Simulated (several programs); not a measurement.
CuF (CsCl type): methods side by side

CuF built on the CsCl prototype, relaxed with r2SCAN in Ansatz, was computed with several methods. It is cubic, Pm-3m (No. 221); a = 2.738 Å in the conventional setting, 10.27 Å³ an atom. Cu has 8 F at 2.37 Å; F has 8 Cu at 2.37 Å. No spin polarisation. The prototype was imposed, so other structures may be more stable.

```xyz
2
Lattice="2.7385 0.0000 0.0000 0.0000 2.7385 0.0000 0.0000 0.0000 2.7385" Properties=species:S:1:pos:R:3 pbc="T T T"
Cu    0.0000    0.0000    0.0000
F     1.3692    1.3692    1.3692
```

Gaps and times are for a single point on this cell; volume and bulk modulus come from each method's own relaxation or energy curve at fixed shape. Times are rough, from shared hosts (Arm Neoverse V1), and each method has its own mesh and cell size. A star marks a curve whose lowest point is an end point. GFN1-xTB (tblite), GFN2-xTB (tblite) treat a cluster of cells at its zone centre, which samples few k points: where these miss a band edge, the gap comes out too large for that reason alone. Gaps from k meshes are read at a limited set of points (mesh, symmetry points, PBE's band edges), so each method's own least gap may be somewhat smaller. xTB and the PM methods were fitted mostly to molecules, and can miss a solid's gap by electronvolts. Minimal bases can be far off for gaps. Times of the plane-wave ladder aren't listed, since it ran on unlike processors and cards. d marks a direct gap, i an indirect one (no mark: not told apart), a dash a value that wasn't computed or didn't pass its checks.

```tsv
method	kind	gap (eV)	own volume (Å³/atom)	bulk modulus (GPa)	atoms computed	processor time
PBEsol	semilocal	–	10.17	–	2	–
light PBE (260 eV and a coarse mesh)	light plane-wave	overlap 0.32	–	–	2	0.68 s
PBE	semilocal	overlap 0.37	10.90	95	2	–
LDA	semilocal	overlap 0.36	9.62	–	2	–
PBE/single zeta (GPAW)	small basis	overlap 0.75	–	–	2	3.4 s
r2SCAN	semilocal	overlap 0.41	10.27	114	2	–
GFN1-xTB (tblite)	tight binding	0.17	9.90	114	cluster	7.8 s
PBE/SZV (CP2K)	small basis	overlap 0.44	11.50*	94*	2	14 s
GFN2-xTB (tblite)	tight binding	0	10.09	111	cluster	20 s
PBE/DZVP (CP2K)	small basis	overlap 0.43	11.02	95	2	38 s
HSE06	hybrid	0.15 i	10.58	–	2	–
PBE0	hybrid	0.88 i	–	–	2	–
```

Against HSE06 (0.15 eV) and with closed or daggered gaps left aside, the nearest gap at the points sampled is that of GFN1-xTB (tblite) (+0.02 eV) and the farthest that of PBE0 (+0.73 eV). HSE06 is only a yardstick of convenience, and nearness to it can be luck.

Volumes against r2SCAN's: PBEsol -0.9 %, PBE +6.2 %, LDA -6.3 %, GFN1-xTB (tblite) -3.6 %, GFN2-xTB (tblite) -1.7 %, PBE/DZVP (CP2K) +7.4 %, HSE06 +3.1 %.

Runs without a result: PM7 (MOPAC) (single point, out of time).

With PBE and r2SCAN the bands overlap or touch, or nearly. Semilocal functionals can close a real gap, so this doesn't show a metal; small gaps of other methods may in turn close between the points read or with spin-orbit coupling, and the solid may be a semimetal.
